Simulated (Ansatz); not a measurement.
**Sn (Sn (100), 6 layers): how the settings move a single-point run**

How sensitive is a single-point run of Sn (Sn (100), 6 layers) to its settings? A reference run comes first, then one run with altered input.

Computed with Ansatz 0.2.0 (reference: DFT, PBE, PAW with Ansatz's default frozen-core files, scalar-relativistic, unless a step's input says otherwise).

**1. The starting structure**

The structure is orthorhombic, space group Pmma (No. 51). The conventional cell has a = 4.706 Å, b = 4.706 Å, c = 24.320 Å, α = 90.00°, β = 90.00°, γ = 90.00°. Sn (site symmetry mm2) is surrounded by 2 Sn at 2.88 Å. Sn (site symmetry mm2) has 4 Sn at 2.88 Å as nearest neighbours.

As a file:

```
CELL_PARAMETERS angstrom
4.70646 0.00000 0.00000
0.00000 4.70646 0.00000
0.00000 0.00000 24.31990
ATOMIC_POSITIONS crystal
Sn 0.75000 0.00000 0.32895
Sn 0.25000 0.00000 0.39737
Sn 0.25000 0.50000 0.46579
Sn 0.75000 0.50000 0.53421
Sn 0.75000 0.00000 0.60263
Sn 0.25000 0.00000 0.67105
```

**2. Reference**

Contents of input.yaml:

```yaml
crystal:
  lattice:
    - [4.7064645918, 0.0, 0.0]
    - [0.0, 4.7064645918, 0.0]
    - [0.0, 0.0, 24.3199]
  atoms:
    - { symbol: Sn, position: [0.75, 0.0, 0.3289480514] }
    - { symbol: Sn, position: [0.25, 0.0, 0.3973688308] }
    - { symbol: Sn, position: [0.25, 0.5, 0.4657896103] }
    - { symbol: Sn, position: [0.75, 0.5, 0.5342103897] }
    - { symbol: Sn, position: [0.75, 0.0, 0.6026311692] }
    - { symbol: Sn, position: [0.25, 0.0, 0.6710519486] }
kpoints:
  mp_grid: { grid: [7, 7, 1] }
scf:
  occupations: { method: fermi_dirac, width: 0.02 }
hamiltonian:
  xc: pbe
  pseudopotentials: { kind: paw }
output:
  forces: true
  stress: true
  eigenvalues: true
  populations: true
efield:
  axis: 3
  amplitude: 0
  dipole_correction: true
```

Command:

```console
$ ansatz run input.yaml --threads 2 --pin off --max-ram 4096MiB --backend cpu --events-out ev --progress --plain --runs-dir out
```

Excerpt of the output:

```text
[...]
Basis set: ecut = 420 eV, 10513 PW (Γ), exchange–correlation on 64×64×360 points (8 copies of the dense FFT grid, shifted against one another)
[...]
k-points: 16 of 49
[...]
SCF iter   1: F=—  HF=-36142.884295 eV  |F-HF|=—  |Δ(HF+E_count)|=         —  Δρ=1.37e-3  dr2=3.83e-2  ethr=1.77e-3  p=0.000 e·Å  D=4.45e-14 V/Å  ΔV_dip=-0.00 eV  dr2_dipole=1.19e-8  V_vac-E_F(+/−)=4.47/4.47 eV  ⟨swp⟩=8.8  Hψ=3553  notcnv=0  defer=2
[...]
preconditioner: auto → LDOS  [metal: Δε(μ)=0.005 eV  Ē_g=18.758 eV  σ=0.020 eV  W_gap=0.06  n_scr=78 (ndim 8)  ℏωp=14.7 eV  f_vac=0.536  D(μ)=10.97/eV (n_scr^D=70)  β→1.0]
SCF iter   2: F=—  HF=-36142.879890 eV  |F-HF|=—  |Δ(HF+E_count)|=   4.41e-3  Δρ=7.05e-4  dr2=7.95e-3  ethr=4.56e-5  p=-0.000 e·Å  D=-2.54e-6 V/Å  ΔV_dip=0.00 eV  dr2_dipole=9.70e-9  V_vac-E_F(+/−)=4.48/4.48 eV  ⟨swp⟩=4.0  Hψ=1753  notcnv=0  defer=44
[...]
SCF iter   8: F=—  HF=-36142.880163 eV  |F-HF|=—  |Δ(HF+E_count)|=   1.71e-6  Δρ=7.80e-6  dr2=8.07e-7  ethr=7.04e-9  p=-0.000 e·Å  D=-9.39e-9 V/Å  ΔV_dip=0.00 eV  dr2_dipole=3.53e-14  V_vac-E_F(+/−)=4.46/4.46 eV  ⟨swp⟩=2.0  Hψ=1396  notcnv=0  defer=44
SCF iter   9: F=-36142.880164 eV  HF=-36142.880164 eV  |F-HF|=2.16e-8  |Δ(HF+E_count)|=   6.87e-7  Δρ=2.87e-6  dr2=7.04e-8  ethr=1.19e-10  p=-0.000 e·Å  D=-2.36e-8 V/Å  ΔV_dip=0.00 eV  dr2_dipole=1.28e-15  V_vac-E_F(+/−)=4.46/4.46 eV  ⟨swp⟩=12.6  Hψ=4394  notc
[...]
SCF converged after 9 iterations
Free energy (F): -36142.880164 eV
[...]
E sigma→0 (E₀):  -36142.874088 eV
[...]
Fermi energy:    0.112957 eV
Dipole field:    D = 0.000000 V/Å  (p = 0.000000 e·Å, saw-weighted, corrected)
[...]
  P = ⅓ Tr σ = -0.1244 GPa (-1.244 kbar)
[...]
```

It took 32 s on 2 threads of Arm Neoverse V2, shared host; peak memory 0.79 GiB.

**3. A further run, with the input changed**

input.yaml: that of step 2 with these lines changed.

```diff
@@ -15,3 +15,4 @@
 scf:
-  occupations: { method: fermi_dirac, width: 0.02 }
+  occupations: { method: cold, width: 0.01 }
+  convergence: { dr2_threshold: 0.0001 }
 hamiltonian:
```

Command:

```console
$ ansatz run input.yaml --threads 2 --pin off --max-ram 4096MiB --backend cpu --events-out ev --progress --plain --runs-dir out
```

What it wrote (excerpt; [...] marks lines left out):

```text
Warning: scf.convergence.dr2_threshold = 1e-4 eV is looser than this run's default, which is 1e-7 eV or tighter. The error in the forces grows as the threshold's square root, so leave the key out unless less accurate forces are enough
Warning: output.stress: scf.convergence.dr2_threshold = 1e-4 eV is looser than the 6e-10 eV advised for a printed stress (1e-10 eV for each atom of the cell: 6). What an SCF threshold leaves in a stress goes as its square root, and in the free energy as the threshold itself, and one [...]
Pseudopotentials: kind: paw
Pseudopotential: Sn, paw, valence charge 14, recommended cutoff 420 eV (normal)
Functional definition: PBE
[...]
Crystal: 6 atoms, lattice volume = 538.705 Å³
Basis set: ecut = 420 eV, 10513 PW (Γ), exchange–correlation on 64×64×360 points (8 copies of the dense FFT grid, shifted against one another)
Bands: 51, of which v1, the nominal top of the filled ones, is band 42 counted from 1 (41 counted from 0)
Symmetry: 4 space group operations
k-points: 16 of 49
[...]
SCF iter   1: F=—  HF=-36142.874657 eV  |F-HF|=—  |Δ(HF+E_count)|=         —  Δρ=1.27e-3  dr2=3.01e-2  ethr=1.77e-3  p=0.000 e·Å  D=4.45e-14 V/Å  ΔV_dip=-0.00 eV  dr2_dipole=1.24e-6  V_vac-E_F(+/−)=4.47/4.47 eV  ⟨swp⟩=8.5  Hψ=3544  notcnv=0
[...]
SCF iter   7: F=-36142.871836 eV  HF=-36142.871867 eV  |F-HF|=3.08e-5  |Δ(HF+E_count)|=   5.03e-6  S|Δr|=    0.00e0  Δρ=5.90e-5  dr2=8.55e-5  ethr=1.19e-7  p=0.000 e·Å  D=1.88e-6 V/Å  ΔV_dip=-0.00 eV  dr2_dipole=3.88e-8  V_vac-E_F(+/−)=4.45/4.45 eV  ⟨swp⟩=12.5  Hψ=3576  notcnv=0
[...]
SCF converged after 7 iterations
Stability not checked: this state was not tested for a lower state beside it, because cold or Methfessel-Paxton smearing, or corrected tetrahedra, fill the levels in a way that the test cannot read (fill_not_monotonic; see scf.lower_state_search)
Free energy (F): -36142.871836 eV
[...]
E sigma→0 (E₀):  -36142.871688 eV
Entropy (-TS):   -0.000444 eV (-0.074 meV/atom)
Fermi energy:    0.117617 eV
Dipole field:    D = -0.000160 V/Å  (p = -0.000475 e·Å, saw-weighted, corrected)
Work function:   Φ+ = 4.4363 eV   Φ− = 4.4324 eV
Levels:          The Fermi level and band energies are counted from a zero that moves with the ramp; work functions are not
[...]
--- Forces (eV/Å), atoms counted from 1 ---
  atom   1  Sn     0.00000000     0.00000000     0.00939091
  atom   2  Sn     0.00000000     0.00000000    -0.08136268
  atom   3  Sn     0.00000000     0.00000000     0.12491571
  atom   4  Sn     0.00000000     0.00000000    -0.12496534
  atom   5  Sn     0.00000000     0.00000000     0.08131322
  atom   6  Sn     0.00000000     0.00000000    -0.00931670
[...]
--- Stress (GPa, compression-positive) ---
       -0.021362       0.000000       0.000000
        0.000000      -0.438225       0.000000
        0.000000       0.000000       0.034371
  P = ⅓ Tr σ = -0.1417 GPa (-1.417 kbar)
--- Band table (eV; the first three rows and the last of 16) ---
[...]
--- Löwdin populations: 6 sites ---
  site symbol       q [e]
     0     Sn     13.9459
     1     Sn     14.0292
     2     Sn     13.9445
     3     Sn     13.9445
     4     Sn     14.0292
     5     Sn     13.9460
  spilling = 0.001913 (of n_electrons = 84.000000)
```

It took 30 s on 2 threads of Arm Neoverse V2, shared host; peak memory 0.8 GiB.

**4. Can this result be trusted?**

The run converged and reported no error, with warnings (force scf threshold loose, published levels not confirmed, stress scf threshold loose). Its log warns: «scf.convergence.dr2_threshold = 1e-4 eV is looser than this run's default, which is 1e-7 eV or tighter. The error in the forces grows as the threshold's square root ...»

The suspect setting: scf.convergence.dr2_threshold is 0.0001. With so loose a criterion, "converged" says little: forces and stress carry the leftover error to first order.

To undo it: delete scf.convergence.dr2_threshold (the default then holds).

Changing the smearing and convergence setting leaves the energy as it was (+0.4 meV/atom). Cost: 7 SCF cycles against 9.

**5. All runs together**

| run | ending | energy change | gap (eV) | force (eV/Å) | cycles | time |
| --- | --- | --- | --- | --- | --- | --- |
| reference | converged | 0 | 0.00 | 0.13 | 9 | 32 s |
| 1: occupations.method cold, occupations.width 0.01, dr2_threshold 0.0001 | converged | +0.4 meV/atom (σ→0) | 0.00 | 0.12 | 7 | 30 s |

Residual by cycle in the longest SCF loop of each run; runs are numbered as in the table. The quantity is the density residual dr2, in eV.

| cycle | reference | run 1 |
| --- | --- | --- |
| 1 | 0.0383 | 0.0301 |
| 2 | 0.00795 | 0.0082 |
| 3 | 0.00499 | 0.00657 |
| 4 | 0.00108 | 0.00314 |
| 5 | 2.1e-4 | 0.00106 |
| 6 | 4.7e-5 | 5.3e-4 |
| 7 | 5.9e-6 | 8.6e-5 |
| 8 | 8.1e-7 | - |
| 9 | 7.0e-8 | - |

What this shows: Changing the smearing and convergence setting leaves the energy as it was (+0.4 meV/atom). Cost: 7 SCF cycles against 9.
